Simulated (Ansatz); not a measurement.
# Ta3N: energy and stress against strain

Aim: for Ta3N, see how energy and stress answer to the strain pattern (1, -1, 0, 0, 0, 0).

Method: DFT PBE, scalar-relativistic, plane waves, PAW, in Ansatz 0.2.0.

## (1) The system as given

The structure is trigonal, space group P-3m1 (No. 164). Conventional cell: a = 3.022 Å, b = 3.022 Å, c = 7.558 Å, α = 90.00°, β = 90.00°, γ = 120.00°. Around Ta (site symmetry -3m) lie 12 Ta at 3.02 Å. Ta (site symmetry 3m) is surrounded by 3 N at 2.18 Å. Around N (site symmetry -3m) lie 6 Ta at 2.18 Å.

Coordinates:

```cif
data_structure
_symmetry_space_group_name_H-M 'P-3m1'
_symmetry_Int_Tables_number 164
_cell_length_a 3.0218
_cell_length_b 3.0218
_cell_length_c 7.5576
_cell_angle_alpha 90.000
_cell_angle_beta 90.000
_cell_angle_gamma 120.000
_cell_volume 59.76
loop_
_atom_site_label
_atom_site_type_symbol
_atom_site_symmetry_multiplicity
_atom_site_Wyckoff_symbol
_atom_site_fract_x
_atom_site_fract_y
_atom_site_fract_z
_atom_site_occupancy
Ta1 Ta 1 b 0.00000 0.00000 0.50000 1
Ta2 Ta 2 d 0.33333 0.66667 0.17360 1
N1 N 1 a 0.00000 0.00000 0.00000 1
```

It goes back to an entry of the Materials Project, which need not be the stable form.

It is the result of an earlier relaxation at this level (volume 14.94 Å³/atom; gap on the mesh: none (metal)).

## (2) The reference cell

Reference values: F = -30182.5986 eV; pressure 0.01 GPa; largest force 0.003 eV/Å; gap on the mesh none (metal). It was computed beforehand with the settings of the runs below.

## (3) Next: energy and stress against strain

The cell is strained by ε times the Voigt pattern (1, -1, 0, 0, 0, 0) (xx, yy, zz, yz, xz, xy; engineering shear), with fractional coordinates fixed (clamped ions). The stress on the pattern is the sum of the stress components weighted by it, tension positive.

## (4) Point ε = -0.0400

The input, input.yaml:

```yaml
crystal:
  lattice:
    - [2.9009038325, 0.0, 0.0]
    - [-1.4504519163, 2.7216111139, 0.0]
    - [0.0, 0.0, 7.5575881873]
  atoms:
    - { symbol: Ta, position: [0.0, 0.0, 0.5] }
    - { symbol: Ta, position: [0.3333333333, 0.6666666667, 0.1735950547] }
    - { symbol: Ta, position: [0.6666666667, 0.3333333333, 0.8264049453] }
    - { symbol: "N", position: [0.0, 0.0, 0.0] }
basis:
  ecutwfc: 420
kpoints:
  mp_grid: { grid: [18, 18, 6] }
hamiltonian:
  xc: pbe
scf:
  occupations: { method: gaussian, width: 0.15 }
output:
  forces: true
  stress: true
  eigenvalues: true
```

On the command line:

```bash
ansatz run input.yaml --threads 1 --pin off --max-ram 2560MiB --backend cpu --events-out ev --progress --plain --runs-dir out
```

Standard output, cut to the lines that bear on the results:

```text
Warning: RAYON_NUM_THREADS=1 ignored (pool sized by the plan → 1); use --threads N
[...]
Pseudopotentials: kind: paw
Pseudopotential: Ta, paw, valence charge 13, recommended cutoff 420 eV (normal), Ta.paw.azcp
Pseudopotential: N, paw, valence charge 5, recommended cutoff 420 eV (normal), N.paw.azcp
Functional definition: PBE
[...]
Crystal: 4 atoms, lattice volume = 59.668 Å³
Basis set: ecut = 420 eV, 1165 PW (Γ), exchange–correlation on 40×48×108 points (8 copies of the dense FFT grid, shifted against one another)
Bands: 27, of which v1, the nominal top of the filled ones, is band 22 counted from 1 (21 counted from 0)
Symmetry: 4 space group operations
Space group: C2/m (ITA 12), of the structure as read, at distance tolerance 3.9e-5 Å
k-points: 524 of 1944
[...]
SCF iter   1: F=—  HF=-30182.516094 eV  |F-HF|=—  |Δ(HF+E_count)|=         —  Δρ=8.13e-3  dr2=4.73e-2  ethr=1.77e-3  ⟨swp⟩=4.8  Hψ=58316  notcnv=0
[...]
SCF iter   6: F=-30182.508990 eV  HF=-30182.508990 eV  |F-HF|=7.49e-9  |Δ(HF+E_count)|=   3.00e-8  Δρ=5.17e-6  dr2=1.82e-8  ethr=2.27e-10  ⟨swp⟩=6.1  Hψ=59722  notcnv=0
[...]
SCF converged after 6 iterations
Free energy (F): -30182.508990 eV
[...]
E sigma→0 (E₀):  -30182.490114 eV
Entropy (-TS):   -0.037753 eV (-9.438 meV/atom)
Fermi energy:    18.907879 eV
[...]
--- Forces (eV/Å), atoms counted from 1 ---
  atom   1  Ta     0.00000000     0.00000000     0.00000000
  atom   2  Ta     0.00000000    -0.32733039     0.17145337
  atom   3  Ta    -0.00000000     0.32733039    -0.17145337
  atom   4  N      0.00000000     0.00000000     0.00000000
[...]
--- Stress (GPa, compression-positive) ---
        7.207089       0.000000      -0.000000
        0.000000      -4.804538       0.826074
       -0.000000       0.826074       0.570653
  P = ⅓ Tr σ = 0.9911 GPa (9.911 kbar)
--- Band table (eV; the first three rows and the last of 524) ---
  k-point 0: bands = ["-49.3431", "-49.3169", "-48.7066", "-16.1887", "-15.8887", "-15.6293", "-15.6001", "-15.4675", "-15.4404", "-15.0825", "-14.9170", "-14.7573", "1.8316", "10.4061", "12.2066", "13.2110", "13.9095", "15.3443", "17.5010", "17.8007", "18.4688", "18.6858", "19.2300", [...]
[...]
```

Run time: 8.9 s. Hardware: 1 thread of AMD EPYC 9R45 (Zen 5), shared host; peak memory 0.86 GiB.

## (5) ε = 0.0300

Edit input.yaml of step 4 so:

```diff
@@ -2,4 +2,4 @@
   lattice:
-    - [2.9009038325, 0.0, 0.0]
-    - [-1.4504519163, 2.7216111139, 0.0]
+    - [3.1124280703, 0.0, 0.0]
+    - [-1.5562140352, 2.5384257505, 0.0]
     - [0.0, 0.0, 7.5575881873]
```

On the command line:

```bash
ansatz run input.yaml --threads 1 --pin off --max-ram 2560MiB --backend cpu --events-out ev --progress --plain --runs-dir out
```

Standard output, cut to the lines that bear on the results:

```text
[...]
SCF converged after 6 iterations
Free energy (F): -30182.550273 eV
[...]
E sigma→0 (E₀):  -30182.532201 eV
Entropy (-TS):   -0.036144 eV (-9.036 meV/atom)
Fermi energy:    18.910774 eV
[...]
--- Forces (eV/Å), atoms counted from 1 ---
  atom   1  Ta     0.00000000     0.00000000     0.00000000
  atom   2  Ta    -0.00000000     0.24677878     0.09329326
  atom   3  Ta     0.00000000    -0.24677878    -0.09329326
  atom   4  N     -0.00000000     0.00000000     0.00000000
[...]
--- Stress (GPa, compression-positive) ---
       -3.590028      -0.000000       0.000000
       -0.000000       4.853363      -0.621265
        0.000000      -0.621265       0.319499
  P = ⅓ Tr σ = 0.5276 GPa (5.276 kbar)
--- Band table (eV; the first three rows and the last of 524) ---
  k-point 0: bands = ["-49.3590", "-49.3329", "-48.7335", "-16.2032", "-15.9032", "-15.6116", "-15.5826", "-15.5254", "-15.4982", "-15.0967", "-14.9197", "-14.8285", "1.8140", "10.3915", "12.1911", "13.3000", "13.7614", "15.3393", "17.4899", "17.9603", "18.5152", "18.7941", "19.0306", [...]
[...]
```

It took 9 s on 1 thread of AMD EPYC 9R45 (Zen 5), shared host; peak memory 0.86 GiB.

## (6) Point ε = -0.0200

Edit input.yaml of step 5 so:

```diff
@@ -2,4 +2,4 @@
   lattice:
-    - [3.1124280703, 0.0, 0.0]
-    - [-1.5562140352, 2.5384257505, 0.0]
+    - [2.961339329, 0.0, 0.0]
+    - [-1.4806696645, 2.6692724387, 0.0]
     - [0.0, 0.0, 7.5575881873]
```

On the command line:

```bash
ansatz run input.yaml --threads 1 --pin off --max-ram 2560MiB --backend cpu --events-out ev --progress --plain --runs-dir out
```

Standard output, cut to the lines that bear on the results:

```text
Warning: RAYON_NUM_THREADS=1 ignored (pool sized by the plan → 1); use --threads N
[...]
Pseudopotentials: kind: paw
Pseudopotential: Ta, paw, valence charge 13, recommended cutoff 420 eV (normal), Ta.paw.azcp
Pseudopotential: N, paw, valence charge 5, recommended cutoff 420 eV (normal), N.paw.azcp
Functional definition: PBE
[...]
Crystal: 4 atoms, lattice volume = 59.740 Å³
Basis set: ecut = 420 eV, 1161 PW (Γ), exchange–correlation on 40×48×108 points (8 copies of the dense FFT grid, shifted against one another)
Bands: 27, of which v1, the nominal top of the filled ones, is band 22 counted from 1 (21 counted from 0)
Symmetry: 4 space group operations
Space group: C2/m (ITA 12), of the structure as read, at distance tolerance 3.9e-5 Å
k-points: 524 of 1944
[...]
SCF iter   1: F=—  HF=-30182.585276 eV  |F-HF|=—  |Δ(HF+E_count)|=         —  Δρ=8.51e-3  dr2=8.34e-2  ethr=1.77e-3  ⟨swp⟩=4.9  Hψ=58272  notcnv=0
[...]
SCF iter   6: F=-30182.575774 eV  HF=-30182.575774 eV  |F-HF|=3.13e-8  |Δ(HF+E_count)|=   6.18e-8  Δρ=6.34e-6  dr2=4.63e-8  ethr=2.27e-10  ⟨swp⟩=6.3  Hψ=60520  notcnv=0
[...]
SCF converged after 6 iterations
Free energy (F): -30182.575774 eV
[...]
E sigma→0 (E₀):  -30182.556625 eV
Entropy (-TS):   -0.038297 eV (-9.574 meV/atom)
Fermi energy:    18.910469 eV
[...]
--- Forces (eV/Å), atoms counted from 1 ---
  atom   1  Ta     0.00000000     0.00000000     0.00000000
  atom   2  Ta     0.00000000    -0.15442622     0.04616695
  atom   3  Ta     0.00000000     0.15442622    -0.04616695
  atom   4  N      0.00000000     0.00000000     0.00000000
[...]
--- Stress (GPa, compression-positive) ---
        3.254769       0.000000       0.000000
        0.000000      -2.745173       0.489243
        0.000000       0.489243       0.255606
  P = ⅓ Tr σ = 0.2551 GPa (2.551 kbar)
--- Band table (eV; the first three rows and the last of 524) ---
[... band rows left out ...]
[...]
```

Run time: 8.9 s. Hardware: 1 thread of AMD EPYC 9R45 (Zen 5), shared host; peak memory 0.86 GiB.

## (7) Point ε = 0.0100

Edit input.yaml of step 6 so:

```diff
@@ -2,4 +2,4 @@
   lattice:
-    - [2.961339329, 0.0, 0.0]
-    - [-1.4806696645, 2.6692724387, 0.0]
+    - [3.0519925738, 0.0, 0.0]
+    - [-1.5259962869, 2.5907644258, 0.0]
     - [0.0, 0.0, 7.5575881873]
```

On the command line:

```bash
ansatz run input.yaml --threads 1 --pin off --max-ram 2560MiB --backend cpu --events-out ev --progress --plain --runs-dir out
```

Standard output, cut to the lines that bear on the results:

```text
[...]
SCF converged after 6 iterations
Free energy (F): -30182.592896 eV
[...]
E sigma→0 (E₀):  -30182.573890 eV
Entropy (-TS):   -0.038012 eV (-9.503 meV/atom)
Fermi energy:    18.908471 eV
[...]
--- Forces (eV/Å), atoms counted from 1 ---
  atom   1  Ta    -0.00000000     0.00000000     0.00000000
  atom   2  Ta     0.00000000     0.07917452     0.00856016
  atom   3  Ta    -0.00000000    -0.07917452    -0.00856016
  atom   4  N      0.00000000    -0.00000000     0.00000000
[...]
--- Stress (GPa, compression-positive) ---
       -1.453846       0.000000      -0.000000
        0.000000       1.552323      -0.258190
       -0.000000      -0.258190       0.104091
  P = ⅓ Tr σ = 0.0675 GPa (0.675 kbar)
--- Band table (eV; the first three rows and the last of 524) ---
  k-point 0: bands = ["-49.3682", "-49.3420", "-48.7846", "-16.2146", "-15.9195", "-15.5941", "-15.5658", "-15.5625", "-15.5347", "-15.1292", "-14.9507", "-14.9174", "1.8067", "10.3872", "12.1617", "13.4382", "13.5985", "15.3317", "17.4720", "18.2999", "18.5316", "18.6577", "19.0741", [...]
[...]
```

It took 9.1 s on 1 thread of AMD EPYC 9R45 (Zen 5), shared host; peak memory 0.87 GiB.

## (8) At ε = 0.0400

Edit input.yaml of step 7 so:

```diff
@@ -2,4 +2,4 @@
   lattice:
-    - [3.0519925738, 0.0, 0.0]
-    - [-1.5259962869, 2.5907644258, 0.0]
+    - [3.1426458185, 0.0, 0.0]
+    - [-1.5713229093, 2.5122564128, 0.0]
     - [0.0, 0.0, 7.5575881873]
```

On the command line:

```bash
ansatz run input.yaml --threads 1 --pin off --max-ram 2560MiB --backend cpu --events-out ev --progress --plain --runs-dir out
```

Standard output, cut to the lines that bear on the results:

```text
Warning: RAYON_NUM_THREADS=1 ignored (pool sized by the plan → 1); use --threads N
[...]
Pseudopotentials: kind: paw
Pseudopotential: Ta, paw, valence charge 13, recommended cutoff 420 eV (normal), Ta.paw.azcp
Pseudopotential: N, paw, valence charge 5, recommended cutoff 420 eV (normal), N.paw.azcp
Functional definition: PBE
[...]
Crystal: 4 atoms, lattice volume = 59.668 Å³
Basis set: ecut = 420 eV, 1157 PW (Γ), exchange–correlation on 48×40×108 points (8 copies of the dense FFT grid, shifted against one another)
Bands: 27, of which v1, the nominal top of the filled ones, is band 22 counted from 1 (21 counted from 0)
Symmetry: 4 space group operations
Space group: C2/m (ITA 12), of the structure as read, at distance tolerance 3.9e-5 Å
k-points: 524 of 1944
[...]
SCF iter   1: F=—  HF=-30182.519722 eV  |F-HF|=—  |Δ(HF+E_count)|=         —  Δρ=8.08e-3  dr2=4.30e-2  ethr=1.77e-3  ⟨swp⟩=4.9  Hψ=58381  notcnv=0
[...]
SCF iter   6: F=-30182.512847 eV  HF=-30182.512847 eV  |F-HF|=4.98e-9  |Δ(HF+E_count)|=   2.68e-8  Δρ=5.15e-6  dr2=1.50e-8  ethr=2.27e-10  ⟨swp⟩=6.0  Hψ=59622  notcnv=0
[...]
SCF converged after 6 iterations
Free energy (F): -30182.512847 eV
[...]
E sigma→0 (E₀):  -30182.495249 eV
Entropy (-TS):   -0.035197 eV (-8.799 meV/atom)
Fermi energy:    18.910070 eV
[...]
--- Forces (eV/Å), atoms counted from 1 ---
  atom   1  Ta    -0.00000000     0.00000000     0.00000000
  atom   2  Ta    -0.00000000     0.33476381     0.15346867
  atom   3  Ta     0.00000000    -0.33476381    -0.15346867
  atom   4  N      0.00000000     0.00000000     0.00000000
[...]
--- Stress (GPa, compression-positive) ---
       -4.526115      -0.000000       0.000000
       -0.000000       6.998136      -0.787314
        0.000000      -0.787314       0.303978
  P = ⅓ Tr σ = 0.9253 GPa (9.253 kbar)
--- Band table (eV; the first three rows and the last of 524) ---
[... band rows left out ...]
[...]
```

Wall time 9 s (1 thread of AMD EPYC 9R45 (Zen 5), shared host); peak memory 0.86 GiB.

## (9) ε = -0.0300

Edit input.yaml of step 8 so:

```diff
@@ -2,4 +2,4 @@
   lattice:
-    - [3.1426458185, 0.0, 0.0]
-    - [-1.5713229093, 2.5122564128, 0.0]
+    - [2.9311215807, 0.0, 0.0]
+    - [-1.4655607904, 2.6954417763, 0.0]
     - [0.0, 0.0, 7.5575881873]
```

On the command line:

```bash
ansatz run input.yaml --threads 1 --pin off --max-ram 2560MiB --backend cpu --events-out ev --progress --plain --runs-dir out
```

Standard output, cut to the lines that bear on the results:

```text
Warning: RAYON_NUM_THREADS=1 ignored (pool sized by the plan → 1); use --threads N
[...]
Pseudopotentials: kind: paw
Pseudopotential: Ta, paw, valence charge 13, recommended cutoff 420 eV (normal), Ta.paw.azcp
Pseudopotential: N, paw, valence charge 5, recommended cutoff 420 eV (normal), N.paw.azcp
Functional definition: PBE
[...]
Crystal: 4 atoms, lattice volume = 59.710 Å³
Basis set: ecut = 420 eV, 1161 PW (Γ), exchange–correlation on 40×48×108 points (8 copies of the dense FFT grid, shifted against one another)
Bands: 27, of which v1, the nominal top of the filled ones, is band 22 counted from 1 (21 counted from 0)
Symmetry: 4 space group operations
Space group: C2/m (ITA 12), of the structure as read, at distance tolerance 3.9e-5 Å
k-points: 524 of 1944
[...]
SCF iter   1: F=—  HF=-30182.556202 eV  |F-HF|=—  |Δ(HF+E_count)|=         —  Δρ=8.32e-3  dr2=6.42e-2  ethr=1.77e-3  ⟨swp⟩=4.8  Hψ=58289  notcnv=0
[...]
SCF iter   6: F=-30182.548011 eV  HF=-30182.548011 eV  |F-HF|=1.91e-8  |Δ(HF+E_count)|=   5.03e-8  Δρ=5.70e-6  dr2=3.21e-8  ethr=2.27e-10  ⟨swp⟩=6.2  Hψ=59937  notcnv=0
[...]
SCF converged after 6 iterations
Free energy (F): -30182.548011 eV
[...]
E sigma→0 (E₀):  -30182.528782 eV
Entropy (-TS):   -0.038456 eV (-9.614 meV/atom)
Fermi energy:    18.910169 eV
[...]
--- Forces (eV/Å), atoms counted from 1 ---
  atom   1  Ta     0.00000000     0.00000000     0.00000000
  atom   2  Ta     0.00000000    -0.23662062     0.10276286
  atom   3  Ta    -0.00000000     0.23662062    -0.10276286
  atom   4  N      0.00000000     0.00000000     0.00000000
[...]
--- Stress (GPa, compression-positive) ---
        5.074986       0.000000      -0.000000
        0.000000      -3.788904       0.681489
       -0.000000       0.681488       0.392382
  P = ⅓ Tr σ = 0.5595 GPa (5.595 kbar)
--- Band table (eV; the first three rows and the last of 524) ---
[... band rows left out ...]
[...]
```

Run time: 8.9 s. Hardware: 1 thread of AMD EPYC 9R45 (Zen 5), shared host; peak memory 0.86 GiB.

## (10) At ε = 0.0200

Edit input.yaml of step 9 so:

```diff
@@ -2,4 +2,4 @@
   lattice:
-    - [2.9311215807, 0.0, 0.0]
-    - [-1.4655607904, 2.6954417763, 0.0]
+    - [3.082210322, 0.0, 0.0]
+    - [-1.541105161, 2.5645950881, 0.0]
     - [0.0, 0.0, 7.5575881873]
```

On the command line:

```bash
ansatz run input.yaml --threads 1 --pin off --max-ram 2560MiB --backend cpu --events-out ev --progress --plain --runs-dir out
```

Standard output, cut to the lines that bear on the results:

```text
Warning: RAYON_NUM_THREADS=1 ignored (pool sized by the plan → 1); use --threads N
[...]
Pseudopotentials: kind: paw
Pseudopotential: Ta, paw, valence charge 13, recommended cutoff 420 eV (normal), Ta.paw.azcp
Pseudopotential: N, paw, valence charge 5, recommended cutoff 420 eV (normal), N.paw.azcp
Functional definition: PBE
[...]
Crystal: 4 atoms, lattice volume = 59.740 Å³
Basis set: ecut = 420 eV, 1153 PW (Γ), exchange–correlation on 48×40×108 points (8 copies of the dense FFT grid, shifted against one another)
Bands: 27, of which v1, the nominal top of the filled ones, is band 22 counted from 1 (21 counted from 0)
Symmetry: 4 space group operations
Space group: C2/m (ITA 12), of the structure as read, at distance tolerance 3.9e-5 Å
k-points: 524 of 1944
[...]
SCF iter   1: F=—  HF=-30182.585966 eV  |F-HF|=—  |Δ(HF+E_count)|=         —  Δρ=8.50e-3  dr2=8.08e-2  ethr=1.77e-3  ⟨swp⟩=4.9  Hψ=58310  notcnv=0
[...]
SCF iter   6: F=-30182.576592 eV  HF=-30182.576592 eV  |F-HF|=2.95e-8  |Δ(HF+E_count)|=   5.81e-8  Δρ=6.28e-6  dr2=4.42e-8  ethr=2.27e-10  ⟨swp⟩=6.3  Hψ=60465  notcnv=0
[...]
SCF converged after 6 iterations
Free energy (F): -30182.576592 eV
[...]
E sigma→0 (E₀):  -30182.557886 eV
Entropy (-TS):   -0.037414 eV (-9.353 meV/atom)
Fermi energy:    18.910864 eV
[...]
--- Forces (eV/Å), atoms counted from 1 ---
  atom   1  Ta     0.00000000     0.00000000     0.00000000
  atom   2  Ta     0.00000000     0.16235881     0.04448579
  atom   3  Ta     0.00000000    -0.16235881    -0.04448579
  atom   4  N      0.00000000     0.00000000     0.00000000
[...]
--- Stress (GPa, compression-positive) ---
       -2.601597       0.000000       0.000000
        0.000000       3.084143      -0.456663
        0.000000      -0.456663       0.257523
  P = ⅓ Tr σ = 0.2467 GPa (2.467 kbar)
--- Band table (eV; the first three rows and the last of 524) ---
[... band rows left out ...]
[...]
```

Wall time 9 s (1 thread of AMD EPYC 9R45 (Zen 5), shared host); peak memory 0.84 GiB.

## (11) At ε = -0.0100

Edit input.yaml of step 10 so:

```diff
@@ -2,4 +2,4 @@
   lattice:
-    - [3.082210322, 0.0, 0.0]
-    - [-1.541105161, 2.5645950881, 0.0]
+    - [2.9915570772, 0.0, 0.0]
+    - [-1.4957785386, 2.643103101, 0.0]
     - [0.0, 0.0, 7.5575881873]
```

On the command line:

```bash
ansatz run input.yaml --threads 1 --pin off --max-ram 2560MiB --backend cpu --events-out ev --progress --plain --runs-dir out
```

Standard output, cut to the lines that bear on the results:

```text
[...]
SCF converged after 6 iterations
Free energy (F): -30182.592793 eV
[...]
E sigma→0 (E₀):  -30182.573748 eV
Entropy (-TS):   -0.038091 eV (-9.523 meV/atom)
Fermi energy:    18.908523 eV
[...]
--- Forces (eV/Å), atoms counted from 1 ---
  atom   1  Ta     0.00000000     0.00000000     0.00000000
  atom   2  Ta     0.00000000    -0.07671871     0.00921742
  atom   3  Ta     0.00000000     0.07671871    -0.00921742
  atom   4  N      0.00000000     0.00000000     0.00000000
[...]
--- Stress (GPa, compression-positive) ---
        1.594043       0.000000       0.000000
        0.000000      -1.492244       0.261337
        0.000000       0.261336       0.105779
  P = ⅓ Tr σ = 0.0692 GPa (0.692 kbar)
--- Band table (eV; the first three rows and the last of 524) ---
  k-point 0: bands = ["-49.3681", "-49.3419", "-48.7849", "-16.2145", "-15.9195", "-15.5956", "-15.5673", "-15.5608", "-15.5330", "-15.1294", "-14.9523", "-14.9163", "1.8070", "10.3874", "12.1615", "13.4358", "13.6019", "15.3317", "17.4720", "18.2988", "18.5343", "18.6558", "19.0739", [...]
[...]
```

It took 9 s on 1 thread of AMD EPYC 9R45 (Zen 5), shared host; peak memory 0.86 GiB.

## (12) At ε = 0.0350

Edit input.yaml of step 11 so:

```diff
@@ -2,4 +2,4 @@
   lattice:
-    - [2.9915570772, 0.0, 0.0]
-    - [-1.4957785386, 2.643103101, 0.0]
+    - [3.1275369444, 0.0, 0.0]
+    - [-1.5637684722, 2.5253410817, 0.0]
     - [0.0, 0.0, 7.5575881873]
```

On the command line:

```bash
ansatz run input.yaml --threads 1 --pin off --max-ram 2560MiB --backend cpu --events-out ev --progress --plain --runs-dir out
```

Standard output, cut to the lines that bear on the results:

```text
[...]
SCF converged after 6 iterations
Free energy (F): -30182.533025 eV
[...]
E sigma→0 (E₀):  -30182.515194 eV
Entropy (-TS):   -0.035663 eV (-8.916 meV/atom)
Fermi energy:    18.910055 eV
[...]
--- Forces (eV/Å), atoms counted from 1 ---
  atom   1  Ta     0.00000000     0.00000000     0.00000000
  atom   2  Ta     0.00000000     0.28988135     0.12132031
  atom   3  Ta     0.00000000    -0.28988135    -0.12132031
  atom   4  N      0.00000000     0.00000000     0.00000000
[...]
--- Stress (GPa, compression-positive) ---
       -4.067480       0.000000       0.000000
        0.000000       5.890391      -0.705409
        0.000000      -0.705408       0.306870
  P = ⅓ Tr σ = 0.7099 GPa (7.099 kbar)
--- Band table (eV; the first three rows and the last of 524) ---
  k-point 0: bands = ["-49.3533", "-49.3271", "-48.7155", "-16.1979", "-15.8966", "-15.6112", "-15.5820", "-15.5128", "-15.4858", "-15.0850", "-14.9049", "-14.8008", "1.8175", "10.3946", "12.2014", "13.2700", "13.8021", "15.3428", "17.4966", "17.8798", "18.5093", "18.7306", "19.1274", [...]
[...]
```

It took 9 s on 1 thread of AMD EPYC 9R45 (Zen 5), shared host; peak memory 0.86 GiB.

## (13) All points together

The scan, with free energies counted from the undisturbed cell:

```
      ε  ΔE (meV/atom)  stress on the pattern (GPa)  pressure (GPa)
-0.0400           22.4                       -12.01             1.0
-0.0300           12.6                        -8.86             0.6
-0.0200            5.7                        -6.00             0.3
-0.0100            1.4                        -3.09             0.1
 0.0000            0.0                         0.00             0.0
 0.0100            1.4                         3.01             0.1
 0.0200            5.5                         5.69             0.2
 0.0300           12.1                         8.44             0.5
 0.0350           16.4                         9.96             0.7
 0.0400           21.4                        11.52             0.9
```

## (14) Results

```
                                  quantity    value
slope of the stress at ε = 0, over ±0.0100  305 GPa
```

In words: The slope of the stress at zero strain, 305 GPa, estimates C11 + C22 − 2 C12 with clamped ions in this Cartesian frame; letting the atoms relax could not make it stiffer. The undisturbed cell stays the lowest of the sampled points. The runs treat Ta without spin-orbit coupling.
